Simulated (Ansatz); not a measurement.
KPt in Ansatz: convergence with k mesh

Input of the first run (k mesh 3 × 3 × 2); the others differ in this setting and in those tied to it:

input.yaml

```yaml
crystal:
  lattice:
    - [3.0008472788, 0.0, 0.0]
    - [-1.5004236394, 2.5988099763, 0.0]
    - [0.0, 0.0, 5.345578]
  atoms:
    - { symbol: Pt, position: [0.6666666667, 0.3333333333, 0.0] }
    - { symbol: K, position: [0.0, 0.0, 0.5] }
hamiltonian:
  xc: r2scan
  pseudopotentials: { kind: paw }
kpoints:
  mp_grid: { grid: [3, 3, 2] }
scf:
  occupations: { method: cold, width: 0.1 }
output:
  forces: true
  stress: true
  eigenvalues: true
```

Potentials or basis: Ansatz PAW.

Command:

```bash
$ ansatz run input.yaml --threads 2 --pin off --max-ram 5632MiB --backend cpu --events-out ev --progress --plain --runs-dir out
```

The cell comes from a database or a generator and needn't be the stable form of this composition.

Hardware: 2 threads of Arm Neoverse V1, with other jobs on the host.

**Question.** The values tried are 3 × 3 × 2, 4 × 4 × 2, 5 × 5 × 3, 6 × 6 × 3, 7 × 7 × 4, 9 × 9 × 5, 11 × 11 × 6, 14 × 14 × 7, 17 × 17 × 8, loosest first. From which on does the pressure stay within 0.1 GPa of the tightest run that finished?

**Answer.** From 14 × 14 × 7 on.

```csv
k mesh,"energy less the tightest run, at zero smearing (meV/atom)",pressure (GPa),SCF cycles,CPU time (s),peak memory (GiB)
3 × 3 × 2,183.96,-0.01,8,2.3,0.37
4 × 4 × 2,-24.98,-1.60,8,2.4,0.37
5 × 5 × 3,89.60,-2.18,7,2.8,0.37
6 × 6 × 3,-34.55,-2.26,8,3.3,0.38
7 × 7 × 4,29.21,-2.63,10,4.8,0.39
9 × 9 × 5,2.17,-1.99,9,6.3,0.4
11 × 11 × 6,-5.65,-2.16,9,11,0.45
14 × 14 × 7,-1.96,-2.43,8,14,0.48
17 × 17 × 8,0.00,-2.34,8,23,0.53
```

Not settled before the last step: the energy (to 1 meV/atom). Meshes of other sizes hit other points, so gaps and Fermi surfaces needn't settle smoothly. The tightest run that finished is the yardstick and may itself not be fully converged.

Caveat, for the tightest run too: the PAW data sets come from PBE, with cores solved anew for the run's functional, which leaves a small shift of forces and pressure. Spin-orbit coupling is left out, which matters for the levels of Pt.
